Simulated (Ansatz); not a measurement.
## CH₃AgS, SMILES C[S][Ag]: a rigid scan of one bond length, step by step

With the Python package of Ansatz (0.2.0).

Notebook, run cell by cell (the value of a cell's last expression is shown):

**Cell 1**
```python
import warnings

import ansatz
import numpy as np
```

**Cell 2**
```python
warnings.simplefilter("ignore", ansatz.DeckWarning)
```

**Cell 3**
```python
molecule = (
    ansatz.Crystal.molecule()
    .atom("C", [-0.4282, 0.4298, -0.3266])
    .atom("S", [0.3223, -1.0488, 0.2375])
    .atom("Ag", [1.993, -1.8188, 1.4334])
    .atom("H", [-1.283, 0.2255, -0.9648])
    .atom("H", [0.244, 1.0589, -0.96])
    .atom("H", [-0.8059, 1.0894, 0.5343])
)
```

**Cell 4**
```python
symbols = [site.symbol for site in molecule.cartesian_sites]
start = np.array([site.position_ang for site in molecule.cartesian_sites])
axis = (start[1] - start[0]) / np.linalg.norm(start[1] - start[0])
moving = [1, 2]
lengths, energies = [1.541, 1.611, 1.681, 1.751, 1.822, 1.892, 1.962, 2.067], []
for length in lengths:
    xyz = start.copy()
    xyz[moving] += (length - np.linalg.norm(start[1] - start[0])) * axis
    point = ansatz.Crystal.molecule()
    for symbol, place in zip(symbols, xyz):
        point = point.atom(symbol, place.tolist())
    model = (
        point.calculation()
        .basis(gaussian="def2-SVP")
        .functional("PBE", dispersion="d4")
    )
    summary = model.run(threads=1).report
    energies.append(summary["free_energy_ev"])
    print(f"r = {length:6.3f} A  E = {energies[-1]:.5f} eV  <S^2> = {abs(summary['mean_field']['state']['spin_squared']):.3f}")
```
Output:
```text
r =  1.541 A  E = -15908.58355 eV  <S^2> = 0.000
r =  1.611 A  E = -15909.17346 eV  <S^2> = 0.000
r =  1.681 A  E = -15909.51501 eV  <S^2> = 0.000
r =  1.751 A  E = -15909.67763 eV  <S^2> = 0.000
r =  1.822 A  E = -15909.71202 eV  <S^2> = 0.000
r =  1.892 A  E = -15909.65522 eV  <S^2> = 0.000
r =  1.962 A  E = -15909.53633 eV  <S^2> = 0.000
r =  2.067 A  E = -15909.28538 eV  <S^2> = 0.000
```

**Cell 5**
```python
fit = np.polynomial.Polynomial.fit(lengths, np.array(energies) - min(energies), 4).convert()
roots = [r.real for r in fit.deriv().roots() if abs(r.imag) < 1e-9 and fit.deriv(2)(r.real) > 0]
r_e = min(roots, key=lambda r: abs(r - lengths[int(np.argmin(energies))]))
print(f"minimum of the fit at {r_e:.4f} A, force constant {fit.deriv(2)(r_e):.2f} eV/A^2")
```
Output:
```text
minimum of the fit at 1.8078 A, force constant 19.37 eV/A^2
```

Reading the output:
- These settings explore the input space; basis and method may be short of convergence.
- The rest of the molecule is held rigid at a force-field or estimated start geometry, and the basis set is modest; single-reference methods fail as a bond breaks.
- def2 sets replace the cores of elements past krypton by effective core potentials.
- The orbitals are restricted, so S² is zero by construction.
- Hardware and time: 14 s on 1 thread of Arm Neoverse V2, on a shared host, peak memory 0.18 GiB.
